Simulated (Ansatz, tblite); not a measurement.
**The cluster Li6H7−: a ladder of methods and basis sets**

The task here is to estimate one member of a computed series from the others.

Computed with Ansatz 0.2.0, Gaussian basis. Level: as each input shows.

Levels to be run: GFN1-xTB, GFN2-xTB, PBE-D4/def2-TZVPD, r2SCAN-D4/def2-TZVPD, BLYP-D4/def2-TZVPD, PBE-QIDH/def2-TZVPD, r2SCANh-D4/def2-TZVPD, r2SCAN0-D4/def2-TZVPD, ωB97X-V/def2-TZVPD, PBE+5HF/def2-TZVPD, PBE+10HF/def2-TZVPD, PBE+15HF/def2-TZVPD, PBE+35HF/def2-TZVPD, PBE+50HF/def2-TZVPD, PBE-D4/def2-SVPD, PBE0-D4/def2-SVPD, HF/STO-3G, HF/6-31G, B3LYP-D4/6-31G, CCSD(T)/def2-TZVPPD, MP2/def2-TZVPD, RPA/def2-TZVPD.

### The geometry

The geometry is that of the singlet, from an earlier relaxation (PBE0-D4/def2-TZVPD). At that level it is the lowest of the isomers that a small search found.

13 atoms, charge -1, spin multiplicity 1.

Bond lengths: Li1–Li2 2.511 Å, Li1–Li4 2.823 Å, Li1–Li5 2.380 Å, Li1–Li6 2.722 Å, Li1–H8 1.842 Å, Li1–H9 1.845 Å, Li1–H10 1.895 Å, Li2–Li3 2.714 Å, Li2–Li4 2.557 Å, Li2–H7 1.850 Å, Li2–H8 1.789 Å, Li2–H9 1.782 Å, Li3–Li4 2.379 Å, Li3–Li5 2.837 Å, Li3–Li6 2.509 Å, Li3–H8 1.846 Å, Li3–H11 1.897 Å, Li3–H13 1.845 Å and more. Angles: Li2–Li1–Li4 56.9°, Li2–Li1–Li5 96.3°, Li2–Li1–Li6 72.8°, Li2–Li1–H8 45.4°, Li2–Li1–H9 45.2°, Li2–Li1–H10 95.5°, Li4–Li1–Li5 52.0°, Li4–Li1–Li6 81.9°, Li4–Li1–H8 43.8°, Li4–Li1–H9 97.2°, Li4–Li1–H10 41.0°, Li5–Li1–Li6 59.7°, Li5–Li1–H8 53.9°, Li5–Li1–H9 141.2°, Li5–Li1–H10 50.3°, Li6–Li1–H8 40.7°, Li6–Li1–H9 97.1°, Li6–Li1–H10 107.0° and more.

The ion is computed in the gas phase, without counter-ions or solvent.

PBE0-D4/def2-TZVPD was run before; its log isn't repeated, and its numbers join the tables.

Set-up of the first run:

Tight binding, by tblite at 300 K electronic temperature and without a spin-polarisation term:

```python
tblite.interface.Calculator('GFN1-xTB', numbers, positions, charge=-1, uhf=0).singlepoint()
```

Tight binding, by tblite at 300 K electronic temperature and without a spin-polarisation term:

```python
tblite.interface.Calculator('GFN2-xTB', numbers, positions, charge=-1, uhf=0).singlepoint()
```

start.molden holds the orbitals of an earlier run on this state, given as this run's starting guess.

in.yaml reads:

```yaml
crystal:
  periodic: [false, false, false]
  atoms:
    - {symbol: Li, position_ang: [0.728605, -1.342263, -1.032309]}
    - {symbol: Li, position_ang: [1.849001, 0.292108, 0.509396]}
    - {symbol: Li, position_ang: [-0.590815, 1.231314, 1.239785]}
    - {symbol: Li, position_ang: [0.134532, 1.417465, -1.017933]}
    - {symbol: Li, position_ang: [-1.413704, -0.306420, -0.997943]}
    - {symbol: Li, position_ang: [-0.728293, -1.273358, 1.265893]}
    - {symbol: H, position_ang: [1.162206, 2.008752, 0.440868]}
    - {symbol: H, position_ang: [0.134112, -0.117469, 0.209028]}
    - {symbol: H, position_ang: [2.395450, -1.225120, -0.248953]}
    - {symbol: H, position_ang: [0.000411, -0.029972, -2.189715]}
    - {symbol: H, position_ang: [-1.609969, 1.432310, -0.347929]}
    - {symbol: H, position_ang: [-1.127088, -2.050083, -0.365194]}
    - {symbol: H, position_ang: [-0.934428, -0.037264, 2.534975]}
basis:
  gaussian: {orbitals: def2-TZVPD, initial_orbitals: start.molden}
total_charge: -1
hamiltonian: {xc: pbe, dispersion: d4}
scf: {omitted_lower_state_checks: [starts]}
output: {orbitals: {seedname: orbitals}}
```

Command:

```
$ ansatz run in.yaml --threads 4 --pin off --events-out ev --progress --plain --max-ram 3916MiB
```

Among the steps run: PBE-D4/def2-TZVPD; r2SCAN-D4/def2-TZVPD; BLYP-D4/def2-TZVPD; PBE-QIDH/def2-TZVPD; r2SCANh-D4/def2-TZVPD; r2SCAN0-D4/def2-TZVPD; ωB97X-V/def2-TZVPD; PBE+5HF/def2-TZVPD; PBE+10HF/def2-TZVPD; PBE+15HF/def2-TZVPD; PBE+35HF/def2-TZVPD; PBE+50HF/def2-TZVPD; PBE-D4/def2-SVPD; PBE0-D4/def2-SVPD; HF/STO-3G; HF/6-31G; B3LYP-D4/6-31G; CCSD(T)/def2-TZVPPD; MP2/def2-TZVPD; RPA/def2-TZVPD.

One of the session's tables, all rows but one given; the rest of the session is left out.

It belongs to the step «Levels side by side». 

| level | HOMO (eV) | LUMO (eV) | gap (eV) |
| --- | --- | --- | --- |
| HF/STO-3G | -3.17 | 7.31 | 10.48 |
| HF/6-31G | -4.67 | 4.57 | 9.24 |
| PBE-D4/def2-SVPD | -0.96 | 2.27 | 3.23 |
| PBE-D4/def2-TZVPD | -0.97 | 2.24 | 3.21 |
| BLYP-D4/def2-TZVPD | -0.90 | 2.32 | 3.22 |
| r2SCAN-D4/def2-TZVPD | -1.13 | 2.72 | 3.85 |
| r2SCANh-D4/def2-TZVPD | -1.51 | 2.79 | 4.30 |
| B3LYP-D4/6-31G | ? | ? | ? |
| PBE0-D4/def2-SVPD | -1.94 | 2.61 | 4.55 |
| PBE0-D4/def2-TZVPD | -1.95 | 2.58 | 4.53 |
| r2SCAN0-D4/def2-TZVPD | -2.08 | 2.85 | 4.93 |
| ωB97X-V/def2-TZVPD | -4.21 | 3.23 | 7.44 |
| PBE+5HF/def2-TZVPD | -1.17 | 2.32 | 3.48 |
| PBE+10HF/def2-TZVPD | -1.36 | 2.39 | 3.75 |
| PBE+15HF/def2-TZVPD | -1.56 | 2.46 | 4.01 |
| PBE+35HF/def2-TZVPD | -2.36 | 2.68 | 5.04 |
| PBE+50HF/def2-TZVPD | -2.97 | 2.81 | 5.79 |

**Question.** Estimate the row for B3LYP-D4/6-31G.

**Answer.** HOMO (eV): -1.92; LUMO (eV): 2.98; gap (eV): 4.90. In the column «HOMO (eV)» it lies between PBE0-D4/def2-SVPD (-1.94) and PBE+15HF/def2-TZVPD (-1.56).
